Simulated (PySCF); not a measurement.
# A gas-phase reaction: AlH3O + H2 → AlH3 + H2O

Wanted: the reaction energy for `[OH][AlH2]` + `[H][H]` → `[AlH3]` + `O`.

Programs: PySCF 2.14.0. All values are calculated, for the isolated system unless a continuum is named. Atoms count from 0, parts from 1.

## Step 1: The system as given

Each species was relaxed by itself at PBE0-D3(BJ)/def2-SVPD.

## Step 2: Reaction energy: wB97M-D3(BJ)/def2-TZVPD

What the job is given:

```
{"job": {"kind": "react", "xc": "wB97M-D3(BJ)", "basis": "def2-TZVPD"}, "charge": 0, "multiplicity": 1}
-1 AlH3O charge 0 multiplicity 1
O     -1.035380     0.143010    -0.414760
Al     0.519970    -0.064980     0.183970
H     -1.914480     0.260100    -0.747100
H      1.096460     1.018650     1.182940
H      1.340150    -1.337300    -0.276300

-1 H2 charge 0 multiplicity 1
H      0.380040     0.007420     0.011880
H     -0.380040    -0.007420    -0.011880

+1 AlH3 charge 0 multiplicity 1
Al    -0.002280     0.002320     0.001200
H      1.238310    -0.473350    -0.871200
H     -0.219410     1.548810     0.297180
H     -1.026150    -1.068430     0.577040

+1 H2O charge 0 multiplicity 1
O     -0.000440     0.389240     0.011090
H     -0.762660    -0.195480    -0.005880
H      0.763130    -0.193730    -0.005220
```

With the program's defaults for keys left out, this is: wB97M-D3(BJ)/def2-TZVPD reaction energy of separated species, gas phase.

Started as:

```sh
OMP_NUM_THREADS=1 python cluster_run.py task.json out
```

The driver reads the jobs from task.json and runs them one after another.

Standard output:

```text
species 1 (AlH3O)
coarse grid: 18952 points
cycle   1  E = -319.4826237285  dE = -1.030e-01  |g| = 7.384e-01  |ddm| = 1.714e+00
cycle   2  E = -319.4398934925  dE =  4.273e-02  |g| = 9.249e-01  |ddm| = 7.235e-01
cycle   3  E = -319.5845261340  dE = -1.446e-01  |g| = 3.250e-02  |ddm| = 3.745e-01
cycle   4  E = -319.5849240631  dE = -3.979e-04  |g| = 1.015e-02  |ddm| = 6.409e-02
cycle   5  E = -319.5849571239  dE = -3.306e-05  |g| = 1.827e-03  |ddm| = 1.250e-02
cycle   6  E = -319.5849590933  dE = -1.969e-06  |g| = 3.687e-04  |ddm| = 3.526e-03
final grid: 39216 points
cycle   7  E = -319.5849789353  dE = -8.964e-08  |g| = 1.911e-04  |ddm| = 1.026e-03
cycle   8  E = -319.5849789416  dE = -6.371e-09  |g| = 1.908e-04  |ddm| = 2.223e-04
cycle   9  E = -319.5849789476  dE = -6.000e-09  |g| = 2.831e-05  |ddm| = 8.692e-05
cycle  10  E = -319.5849789482  dE = -5.217e-10  |g| = 8.038e-06  |ddm| = 4.270e-05
converged SCF energy = -319.5849789482

species 2 (H2)
coarse grid: 4944 points
cycle   1  E = -1.1694185494  dE = -2.751e-01  |g| = 9.864e-03  |ddm| = 4.504e-01
cycle   2  E = -1.1694527903  dE = -3.424e-05  |g| = 1.161e-03  |ddm| = 9.676e-03
cycle   3  E = -1.1694534725  dE = -6.822e-07  |g| = 1.815e-04  |ddm| = 1.918e-03
final grid: 10744 points
cycle   4  E = -1.1694521931  dE = -2.404e-08  |g| = 4.112e-05  |ddm| = 3.868e-04
cycle   5  E = -1.1694521944  dE = -1.269e-09  |g| = 9.623e-06  |ddm| = 9.170e-05
cycle   6  E = -1.1694521944  dE = -7.519e-11  |g| = 3.020e-07  |ddm| = 2.871e-05
converged SCF energy = -1.1694521944

species 3 (AlH3)
coarse grid: 13768 points
cycle   1  E = -244.2301417869  dE = -3.186e-01  |g| = 1.439e-01  |ddm| = 1.214e+00
cycle   2  E = -244.2376434744  dE = -7.502e-03  |g| = 5.496e-02  |ddm| = 1.629e-01
cycle   3  E = -244.2381239684  dE = -4.805e-04  |g| = 1.313e-02  |ddm| = 6.450e-02
cycle   4  E = -244.2381895648  dE = -6.560e-05  |g| = 2.179e-03  |ddm| = 2.251e-02
cycle   5  E = -244.2381933412  dE = -3.776e-06  |g| = 2.866e-04  |ddm| = 4.920e-03
final grid: 28008 points
cycle   6  E = -244.2382139991  dE = -6.870e-08  |g| = 1.464e-04  |ddm| = 4.814e-04
cycle   7  E = -244.2382140073  dE = -8.150e-09  |g| = 6.588e-05  |ddm| = 1.270e-04
cycle   8  E = -244.2382140082  dE = -9.630e-10  |g| = 1.571e-05  |ddm| = 4.105e-05
converged SCF energy = -244.2382140082

species 4 (H2O)
coarse grid: 10128 points
cycle   1  E = -76.4117501472  dE = -7.453e-02  |g| = 5.872e-01  |ddm| = 8.994e-01
cycle   2  E = -76.4087432873  dE =  3.007e-03  |g| = 6.461e-01  |ddm| = 5.038e-01
cycle   3  E = -76.4759337237  dE = -6.719e-02  |g| = 2.731e-02  |ddm| = 2.374e-01
cycle   4  E = -76.4760589265  dE = -1.252e-04  |g| = 5.497e-03  |ddm| = 1.609e-02
cycle   5  E = -76.4760676033  dE = -8.677e-06  |g| = 8.214e-04  |ddm| = 5.831e-03
final grid: 21952 points
cycle   6  E = -76.4760630316  dE = -1.976e-07  |g| = 5.843e-04  |ddm| = 1.372e-03
cycle   7  E = -76.4760630384  dE = -6.846e-09  |g| = 6.466e-04  |ddm| = 6.468e-04
cycle   8  E = -76.4760631020  dE = -6.363e-08  |g| = 3.199e-05  |ddm| = 2.236e-04
cycle   9  E = -76.4760631029  dE = -8.228e-10  |g| = 4.135e-06  |ddm| = 1.105e-04
converged SCF energy = -76.4760631029

Reaction energy = 25.366 kcal/mol
```

Wall time 7.3 s (1 thread of Arm Neoverse N1, shared host); peak memory 0.39 GiB.

Species by species (with the dispersion term, which the log's SCF energies lack):

| ν | species | energy (Eh) | HOMO (eV) |
| --- | --- | --- | --- |
| -1 | [OH][AlH2] | -319.58728 | -10.38 |
| -1 | [H][H] | -1.16967 | -14.48 |
| +1 | [AlH3] | -244.23970 | -10.90 |
| +1 | O | -76.47682 | -11.72 |

## Step 3: Reaction energy: PBE0-D3(BJ)/def2-TZVPD

Settings changed since step 2:

```diff
@@ -1,2 +1,2 @@
-{"job": {"kind": "react", "xc": "wB97M-D3(BJ)", "basis": "def2-TZVPD"}, "charge": 0, "multiplicity": 1}
+{"job": {"kind": "react", "xc": "PBE0", "basis": "def2-TZVPD", "disp": "d3bj"}, "charge": 0, "multiplicity": 1}
 -1 AlH3O charge 0 multiplicity 1
```

Method: PBE0-D3(BJ)/def2-TZVPD reaction energy of separated species, gas phase.

Standard output:

```text
species 1 (AlH3O)
coarse grid: 4576 points
cycle   1  E = -319.2138147099  dE = -2.479e-02  |g| = 8.033e-01  |ddm| = 1.808e+00
cycle   2  E = -318.8835168795  dE =  3.303e-01  |g| = 1.506e+00  |ddm| = 9.723e-01
cycle   3  E = -319.3277233420  dE = -4.442e-01  |g| = 8.299e-02  |ddm| = 6.748e-01
cycle   4  E = -319.3293498250  dE = -1.626e-03  |g| = 1.638e-02  |ddm| = 6.688e-02
cycle   5  E = -319.3293961845  dE = -4.636e-05  |g| = 2.336e-03  |ddm| = 1.137e-02
cycle   6  E = -319.3293975709  dE = -1.386e-06  |g| = 5.008e-04  |ddm| = 2.630e-03
final grid: 39216 points
cycle   7  E = -319.3296132657  dE = -1.163e-05  |g| = 4.090e-03  |ddm| = 1.909e-02
cycle   8  E = -319.3296086212  dE =  4.645e-06  |g| = 6.557e-03  |ddm| = 4.474e-03
cycle   9  E = -319.3296159328  dE = -7.312e-06  |g| = 1.965e-04  |ddm| = 2.715e-03
cycle  10  E = -319.3296159400  dE = -7.248e-09  |g| = 1.849e-05  |ddm| = 1.740e-04
cycle  11  E = -319.3296159401  dE = -9.953e-11  |g| = 7.590e-06  |ddm| = 3.616e-05
converged SCF energy = -319.3296159401

species 2 (H2)
coarse grid: 1240 points
cycle   1  E = -1.1670622699  dE = -2.327e-01  |g| = 2.266e-02  |ddm| = 4.588e-01
cycle   2  E = -1.1672497253  dE = -1.875e-04  |g| = 3.233e-03  |ddm| = 1.897e-02
cycle   3  E = -1.1672541817  dE = -4.456e-06  |g| = 9.769e-05  |ddm| = 2.761e-03
final grid: 10744 points
cycle   4  E = -1.1681372529  dE = -1.927e-06  |g| = 2.737e-04  |ddm| = 1.568e-03
cycle   5  E = -1.1681372812  dE = -2.824e-08  |g| = 3.987e-05  |ddm| = 2.445e-04
cycle   6  E = -1.1681372818  dE = -6.309e-10  |g| = 1.258e-06  |ddm| = 3.101e-05
converged SCF energy = -1.1681372818

species 3 (AlH3)
coarse grid: 3488 points
cycle   1  E = -244.0731575862  dE = -2.687e-01  |g| = 1.445e-01  |ddm| = 1.264e+00
cycle   2  E = -244.0783733506  dE = -5.216e-03  |g| = 6.652e-02  |ddm| = 1.915e-01
cycle   3  E = -244.0790907467  dE = -7.174e-04  |g| = 1.042e-02  |ddm| = 7.823e-02
cycle   4  E = -244.0791012325  dE = -1.049e-05  |g| = 1.142e-03  |ddm| = 4.647e-03
cycle   5  E = -244.0791017033  dE = -4.708e-07  |g| = 1.304e-04  |ddm| = 1.821e-03
final grid: 28008 points
cycle   6  E = -244.0789175506  dE = -1.014e-06  |g| = 2.763e-04  |ddm| = 4.593e-03
cycle   7  E = -244.0789175635  dE = -1.290e-08  |g| = 9.582e-05  |ddm| = 3.017e-04
cycle   8  E = -244.0789175648  dE = -1.220e-09  |g| = 3.168e-06  |ddm| = 1.004e-04
cycle   9  E = -244.0789175648  dE = -6.992e-12  |g| = 6.872e-07  |ddm| = 9.016e-06
converged SCF energy = -244.0789175648

species 4 (H2O)
coarse grid: 2328 points
cycle   1  E = -76.3044330171  dE = -5.296e-03  |g| = 6.571e-01  |ddm| = 9.011e-01
cycle   2  E = -76.1882136910  dE =  1.162e-01  |g| = 1.036e+00  |ddm| = 7.256e-01
cycle   3  E = -76.3820335120  dE = -1.938e-01  |g| = 3.132e-02  |ddm| = 4.396e-01
cycle   4  E = -76.3822158123  dE = -1.823e-04  |g| = 5.864e-03  |ddm| = 1.606e-02
cycle   5  E = -76.3822209512  dE = -5.139e-06  |g| = 7.850e-04  |ddm| = 2.507e-03
final grid: 21952 points
cycle   6  E = -76.3808944733  dE = -1.509e-05  |g| = 3.444e-03  |ddm| = 9.319e-03
cycle   7  E = -76.3808925126  dE =  1.961e-06  |g| = 4.747e-03  |ddm| = 3.317e-03
cycle   8  E = -76.3808962197  dE = -3.707e-06  |g| = 2.520e-04  |ddm| = 1.962e-03
cycle   9  E = -76.3808962304  dE = -1.063e-08  |g| = 2.400e-05  |ddm| = 1.101e-04
cycle  10  E = -76.3808962305  dE = -1.119e-10  |g| = 3.290e-06  |ddm| = 1.515e-05
converged SCF energy = -76.3808962305

Reaction energy = 24.020 kcal/mol
```

It took 3.5 s on 1 thread of Arm Neoverse N1, shared host; peak memory 0.39 GiB.

Reaction energy at this level: 24.02 kcal/mol.

## Step 4: Reaction energy: MP2/def2-TZVPD

Settings changed since step 3:

```diff
@@ -1,2 +1,2 @@
-{"job": {"kind": "react", "xc": "PBE0", "basis": "def2-TZVPD", "disp": "d3bj"}, "charge": 0, "multiplicity": 1}
+{"job": {"kind": "react", "xc": "MP2", "basis": "def2-TZVPD"}, "charge": 0, "multiplicity": 1}
 -1 AlH3O charge 0 multiplicity 1
```

Method: MP2/def2-TZVPD reaction energy of separated species, gas phase.

Standard output:

```text
species 1 (AlH3O)
final grid: 39216 points
cycle   1  E = -318.5406109731  dE = -2.209e-01  |g| = 5.583e-01  |ddm| = 1.672e+00
cycle   2  E = -318.5824808316  dE = -4.187e-02  |g| = 3.859e-01  |ddm| = 4.494e-01
cycle   3  E = -318.6072810026  dE = -2.480e-02  |g| = 3.486e-02  |ddm| = 1.774e-01
cycle   4  E = -318.6078554474  dE = -5.744e-04  |g| = 5.629e-03  |ddm| = 6.830e-02
cycle   5  E = -318.6078721418  dE = -1.669e-05  |g| = 1.116e-03  |ddm| = 1.261e-02
cycle   6  E = -318.6078728468  dE = -7.050e-07  |g| = 2.704e-04  |ddm| = 2.048e-03
cycle   7  E = -318.6078728957  dE = -4.893e-08  |g| = 7.721e-05  |ddm| = 3.084e-04
cycle   8  E = -318.6078729006  dE = -4.846e-09  |g| = 2.081e-05  |ddm| = 1.158e-04
cycle   9  E = -318.6078729009  dE = -3.596e-10  |g| = 3.925e-06  |ddm| = 3.277e-05
converged SCF energy = -318.6078729009

species 2 (H2)
final grid: 10744 points
cycle   1  E = -1.1312982986  dE = -3.213e-01  |g| = 4.426e-02  |ddm| = 4.479e-01
cycle   2  E = -1.1322330889  dE = -9.348e-04  |g| = 7.183e-03  |ddm| = 3.751e-02
cycle   3  E = -1.1322677892  dE = -3.470e-05  |g| = 8.111e-04  |ddm| = 1.078e-02
cycle   4  E = -1.1322682041  dE = -4.150e-07  |g| = 2.771e-05  |ddm| = 1.627e-03
cycle   5  E = -1.1322682046  dE = -4.854e-10  |g| = 2.610e-06  |ddm| = 6.834e-05
converged SCF energy = -1.1322682046

species 3 (AlH3)
final grid: 28008 points
cycle   1  E = -243.6256338535  dE = -3.929e-01  |g| = 1.700e-01  |ddm| = 1.185e+00
cycle   2  E = -243.6403164690  dE = -1.468e-02  |g| = 4.587e-02  |ddm| = 2.256e-01
cycle   3  E = -243.6414092624  dE = -1.093e-03  |g| = 1.268e-02  |ddm| = 1.203e-01
cycle   4  E = -243.6414585297  dE = -4.927e-05  |g| = 1.261e-03  |ddm| = 2.522e-02
cycle   5  E = -243.6414596785  dE = -1.149e-06  |g| = 1.120e-04  |ddm| = 4.843e-03
cycle   6  E = -243.6414596841  dE = -5.643e-09  |g| = 9.419e-06  |ddm| = 2.406e-04
cycle   7  E = -243.6414596842  dE = -4.735e-11  |g| = 6.967e-07  |ddm| = 4.291e-05
converged SCF energy = -243.6414596842

species 4 (H2O)
final grid: 21952 points
cycle   1  E = -76.0248949323  dE = -1.467e-01  |g| = 4.364e-01  |ddm| = 8.776e-01
cycle   2  E = -76.0503810157  dE = -2.549e-02  |g| = 2.594e-01  |ddm| = 2.972e-01
cycle   3  E = -76.0608899511  dE = -1.051e-02  |g| = 2.594e-02  |ddm| = 1.025e-01
cycle   4  E = -76.0610473086  dE = -1.574e-04  |g| = 5.694e-03  |ddm| = 1.523e-02
cycle   5  E = -76.0610616759  dE = -1.437e-05  |g| = 1.176e-03  |ddm| = 5.302e-03
cycle   6  E = -76.0610625656  dE = -8.897e-07  |g| = 2.235e-04  |ddm| = 1.658e-03
cycle   7  E = -76.0610626023  dE = -3.670e-08  |g| = 3.304e-05  |ddm| = 3.733e-04
cycle   8  E = -76.0610626029  dE = -6.655e-10  |g| = 4.158e-06  |ddm| = 3.886e-05
converged SCF energy = -76.0610626029

Reaction energy = 28.790 kcal/mol
```

It took 1.7 s on 1 thread of Arm Neoverse N1, shared host; peak memory 0.41 GiB.

Reaction energy at this level: 28.79 kcal/mol.

## Step 5: Comparing the runs

Energies in kcal/mol, with wall time:

| run | reaction | time |
| --- | --- | --- |
| wB97M-D3(BJ)/def2-TZVPD | 25.37 | 7.3 s |
| PBE0-D3(BJ)/def2-TZVPD | 24.02 | 3.5 s |
| MP2/def2-TZVPD | 28.79 | 1.7 s |

## Step 6: Outcome

```
                                                quantity                    value
               reaction energy (wB97M-D3(BJ)/def2-TZVPD)           25.37 kcal/mol
                     ΔH, ΔG at 298 K (xTB thermal terms)    +27.2, +26.0 kcal/mol
range of the reaction energy over the runs of this table  24.02 to 28.79 kcal/mol
```

In words: The reaction is endothermic by 27.2 kcal/mol in the gas phase; dispersion gives +0.17, and xTB itself gave 39.32 for the electronic energy (xTB energies and thermal terms come from the earlier relaxation of each species, not shown). No barrier was sought. xTB and this level differ widely in the electronic energy, so what comes from xTB (the thermal terms above all) is less safe here. The reaction energy runs from 24.02 (PBE0-D3(BJ)/def2-TZVPD) to 28.79 kcal/mol (MP2/def2-TZVPD).
